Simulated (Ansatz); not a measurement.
# WC4: the cost of one run

Method: DFT PBE, scalar-relativistic, plane waves, PAW, in Ansatz 0.2.0.

1 further run of the same task is left out (it didn't finish).

## 1. The system as given

The structure is cubic, space group Im-3m (No. 229). The conventional cell has a = 5.086 Å, b = 5.086 Å, c = 5.086 Å, α = 90.00°, β = 90.00°, γ = 90.00°. W (site symmetry m-3m) is surrounded by 8 C at 2.20 Å. C (site symmetry -3m) has 2 W at 2.20 Å as nearest neighbours.

As a file:

```cif
data_structure
_symmetry_space_group_name_H-M 'Im-3m'
_symmetry_Int_Tables_number 229
_cell_length_a 5.0861
_cell_length_b 5.0861
_cell_length_c 5.0861
_cell_angle_alpha 90.000
_cell_angle_beta 90.000
_cell_angle_gamma 90.000
_cell_volume 131.57
loop_
_atom_site_label
_atom_site_type_symbol
_atom_site_symmetry_multiplicity
_atom_site_Wyckoff_symbol
_atom_site_fract_x
_atom_site_fract_y
_atom_site_fract_z
_atom_site_occupancy
W1 W 2 a 0.00000 0.00000 0.00000 1
C1 C 8 c 0.25000 0.25000 0.25000 1
```

A structure generator made this guess: species swapped into a database cell of Hg4Pt (Im-3m, No. 229), with C on the Hg sites and W on the Pt sites. The dimensions are guesses.

## 2. A first look at the guess

The input, input.yaml:

```yaml
crystal:
  lattice:
    - [-2.54302584, 2.54302584, 2.54302584]
    - [2.54302584, -2.54302584, 2.54302584]
    - [2.54302584, 2.54302584, -2.54302584]
  atoms:
    - { symbol: W, position: [0.0, 0.0, 0.0] }
    - { symbol: C, position: [0.5, 0.5, 0.5] }
    - { symbol: C, position: [0.5, 0.0, 0.0] }
    - { symbol: C, position: [0.0, 0.0, 0.5] }
    - { symbol: C, position: [0.0, 0.5, 0.0] }
basis:
  ecutwfc: 420
kpoints:
  mp_grid: { grid: [6, 6, 6] }
hamiltonian:
  xc: pbe
scf:
  occupations: { method: gaussian, width: 0.1 }
  lower_state_search: "off"
output:
  forces: true
  stress: true
  eigenvalues: true
```

The run is started by

```bash
> ansatz run input.yaml --threads 1 --pin off --max-ram 2560MiB --backend cpu --events-out ev --progress --plain --runs-dir out
```

Q: Estimate wall time and peak memory on 1 thread of Arm Neoverse V2, shared host.

About 1.2 s, with a peak of 0.3 GiB.
